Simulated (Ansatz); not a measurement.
Run this with Ansatz 0.2.0 through its Python package and show what comes out.

The script reads `c3h6br.xyz`:
```text
10

C    -1.19510    0.23220   -0.39840
C    -0.03490    0.41130    0.57490
C     1.27770   -0.09070   -0.01720
Br   -0.41170   -0.50260    2.24540
H    -2.12520    0.63500    0.05400
H    -0.99310    0.78940   -1.33740
H    -1.34310   -0.84320   -0.63480
H     1.21420   -1.17710   -0.24050
H     2.10190    0.08310    0.70560
H     1.50950    0.46270   -0.95160
```

`run_scan.py`
```python
"""Potential curve of C3H6Br along one bond."""

import ansatz as az
import numpy as np

system = az.Crystal.molecule_from_extxyz("c3h6br.xyz")

symbols = [site.symbol for site in system.cartesian_sites]
start = np.array([site.position_ang for site in system.cartesian_sites])
axis = (start[0] - start[1]) / np.linalg.norm(start[0] - start[1])
moving = [0, 4, 5, 6]
lengths, energies = [1.342, 1.403, 1.464, 1.525, 1.586, 1.647, 1.708, 1.799], []
for length in lengths:
    xyz = start.copy()
    xyz[moving] += (length - np.linalg.norm(start[0] - start[1])) * axis
    point = az.Crystal.molecule()
    for symbol, xyz in zip(symbols, xyz):
        point = point.atom(symbol, xyz.tolist())
    model = (
        point.calculation()
        .basis(gaussian="def2-SVP")
        .functional("pbe")
        .spin("collinear", total=1)
    )
    data = model.run(threads=1, pin="off").report
    energies.append(data["free_energy_ev"])
    print(f"r = {length:6.3f} A  E = {energies[-1]:.5f} eV  <S^2> = {abs(data['mean_field']['state']['spin_squared']):.3f}")

# quartic fit about the minimum
fit = np.polynomial.Polynomial.fit(lengths, np.array(energies) - min(energies), 4).convert()
roots = [r.real for r in fit.deriv().roots() if abs(r.imag) < 1e-9 and fit.deriv(2)(r.real) > 0]
r_e = min(roots, key=lambda r: abs(r - lengths[int(np.argmin(energies))]))
print(f"minimum of the fit at {r_e:.4f} A, force constant {fit.deriv(2)(r_e):.2f} eV/A^2")
```

```console
$ python run_scan.py
r =  1.342 A  E = -73227.33386 eV  <S^2> = 0.753
r =  1.403 A  E = -73227.67720 eV  <S^2> = 0.753
r =  1.464 A  E = -73227.84017 eV  <S^2> = 0.753
r =  1.525 A  E = -73227.87140 eV  <S^2> = 0.753
r =  1.586 A  E = -73227.80752 eV  <S^2> = 0.753
r =  1.647 A  E = -73227.67614 eV  <S^2> = 0.753
r =  1.708 A  E = -73227.49806 eV  <S^2> = 0.753
r =  1.799 A  E = -73227.17822 eV  <S^2> = 0.753
minimum of the fit at 1.5113 A, force constant 27.69 eV/A^2
```

Reading the output:
- Total energies depend on the basis set; only differences at equal settings carry meaning.
- The rest of the molecule is held rigid at a force-field or estimated start geometry, and the basis set is modest; single-reference methods fail as a bond breaks.
- The species is open-shell (spin multiplicity 2).
- Spin-orbit coupling of the heavy open-shell atom is left out.
- The whole script took 25 s on 1 thread of Intel(R) Xeon(R) Platinum 8488C (Sapphire Rapids) (shared host), peak memory 0.24 GiB.

(Lines on the test bed's own set-up are left out of the output.)
